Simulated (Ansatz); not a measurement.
**CuPF4: geometry optimisation**

Aim: relax CuPF4 at this level.

Computed with Ansatz 0.2.0. Level: RHF-MP2, frozen core/def2-SVP.

2 further runs of the same task are left out: 2 set aside as unsound or not needed.

## (1) The starting structure

SMILES `[F][Cu-][P+](F)(F)F`, 6 atoms, charge 0, spin multiplicity 1.

Atoms are counted from 1 here; the program's logs count them from 0.

Bond lengths: F1–Cu2 1.744 Å, Cu2–P3 2.088 Å, P3–F4 1.598 Å, P3–F5 1.598 Å, P3–F6 1.598 Å. Angles: F1–Cu2–P3 180.0°, Cu2–P3–F4 118.7°, Cu2–P3–F5 118.7°, Cu2–P3–F6 118.7°, F4–P3–F5 98.9°, F4–P3–F6 98.9°, F5–P3–F6 98.9°.

Coordinates:

```xyz
6
charge 0, multiplicity 1
F     1.0131   -2.7444    1.3659
Cu    0.4660   -1.2619    0.6285
P    -0.1891    0.5125   -0.2549
F    -1.3975    0.4487   -1.2993
F     0.8457    1.3634   -1.1267
F    -0.7382    1.6817    0.6866
```

## (2) Relaxation

File input.yaml:

```yaml
crystal:
  periodic: [false, false, false]
  atoms:
    - { symbol: F, position_ang: [1.013079, -2.744383, 1.36588] }
    - { symbol: Cu, position_ang: [0.466029, -1.261912, 0.628455] }
    - { symbol: P, position_ang: [-0.189101, 0.512481, -0.254934] }
    - { symbol: F, position_ang: [-1.397513, 0.44869, -1.299287] }
    - { symbol: F, position_ang: [0.845731, 1.363449, -1.126718] }
    - { symbol: F, position_ang: [-0.738234, 1.681675, 0.686595] }
basis:
  gaussian: { orbitals: def2-SVP }
hamiltonian:
  xc: hf
output:
  forces: true
correlation:
  method: mp2
relax:
  f_tol: 0.003
  max_steps: 120
```

Command:

```sh
> ansatz run input.yaml --threads 1 --pin off --max-ram 2560MiB --backend cpu --events-out ev --progress --plain --runs-dir out
```

Before running it: what results should come out? Wanted: energy gained; root mean square move; dipole moment.

**Answer**, as computed:

| quantity | value |
| --- | --- |
| energy gained | 0.0228 eV |
| root mean square move | 0.015 Å |
| dipole moment | 4.18 D |

In words: Bond lengths: F1–Cu2 1.742 Å, Cu2–P3 2.076 Å, P3–F4 1.579 Å, P3–F5 1.579 Å, P3–F6 1.579 Å. Angles: F1–Cu2–P3 180.0°, Cu2–P3–F4 118.5°, Cu2–P3–F5 118.5°, Cu2–P3–F6 118.5°, F4–P3–F5 99.1°, F4–P3–F6 99.1°, F5–P3–F6 99.1°. No frequencies were computed here.
